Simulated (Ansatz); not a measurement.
Crystal: HPbNO4.

```
CELL_PARAMETERS angstrom
6.43453 0.00000 0.00872
0.00000 4.11089 0.00000
-3.14884 0.00000 7.72026
ATOMIC_POSITIONS crystal
H 0.29356 0.09662 0.51195
H 0.70644 0.59662 0.48805
Pb 0.98504 0.60505 0.29264
Pb 0.01496 0.10504 0.70736
N 0.59230 0.36587 0.79290
N 0.40770 0.86587 0.20710
O 0.12824 0.09198 0.45672
O 0.41419 0.46190 0.80564
O 0.78042 0.46544 0.89401
O 0.58396 0.16262 0.67325
O 0.87176 0.59198 0.54328
O 0.58581 0.96190 0.19436
O 0.21958 0.96544 0.10599
O 0.41604 0.66262 0.32675
```

The cell was built by a generator and needn't be a form met in nature.

| Item | Value |
| --- | --- |
| Program | Ansatz 0.2.0 |
| Task | relaxation of cell and atoms |
| Functional | PBE |
| Dispersion | D4 |
| Potentials or basis | Ansatz PAW |
| Cutoff | 420 eV (not typed: the program's choice for these potentials) |
| k mesh | 4 × 5 × 3 |
| Occupations | fermi-dirac, width 0.05 eV |
| Spin | no spin polarisation |

At the start: volume 14.59 Å³/atom.

How do energy, volume and symmetry change on relaxing?

It ends after 15 steps and the volume is 13.54 Å³/atom (-7.2 %); space group P2_1 (No. 4, to 0.05 Å).

Step by step:
```
step  energy change (eV)  largest force (eV/Å)  volume (Å³)
   1              0.0000                0.1306       204.33
   2             -0.0787                0.1509       195.82
   3             -0.0897                0.0866       194.35
   4             -0.0943                0.0705       193.68
   5             -0.0993                0.0207       192.79
   6             -0.0995                0.0187       192.79
   7             -0.1005                0.0560       192.55
   8             -0.0998                0.0192       192.75
   9             -0.0997                0.0059       192.79
  10             -0.0657                0.0058       192.79
  11             -0.0766                0.0400       190.63
  12             -0.0791                0.0090       190.12
  13             -0.0690                0.0093       190.12
  14             -0.0713                0.0052       189.62
  15             -0.0694                0.0051       189.62
```

Final structure:
```yaml
crystal:
  lattice:
    - [6.32682, 0.00000, 0.05318]
    - [0.00000, 3.97091, 0.00000]
    - [-3.04252, 0.00000, 7.52218]
  atoms:
    - { symbol: H, position: [0.30263, 0.07645, 0.51861] }
    - { symbol: H, position: [0.69737, 0.57645, 0.48139] }
    - { symbol: Pb, position: [0.98517, 0.57574, 0.28567] }
    - { symbol: Pb, position: [0.01483, 0.07574, 0.71433] }
    - { symbol: N, position: [0.58589, 0.38441, 0.79528] }
    - { symbol: N, position: [0.41411, 0.88441, 0.20472] }
    - { symbol: O, position: [0.13555, 0.06836, 0.46077] }
    - { symbol: O, position: [0.40494, 0.48591, 0.80793] }
    - { symbol: O, position: [0.77553, 0.49931, 0.89290] }
    - { symbol: O, position: [0.57984, 0.15930, 0.68006] }
    - { symbol: O, position: [0.86445, 0.56836, 0.53923] }
    - { symbol: O, position: [0.59506, 0.98591, 0.19207] }
    - { symbol: O, position: [0.22447, 0.99931, 0.10710] }
    - { symbol: O, position: [0.42016, 0.65930, 0.31994] }
```

Caveat: the plane-wave basis is chosen anew once the cell has moved, so the energies of steps on either side of that aren't comparable; the pressure holds a Pulay correction of +0.7 GPa for the finite cutoff.
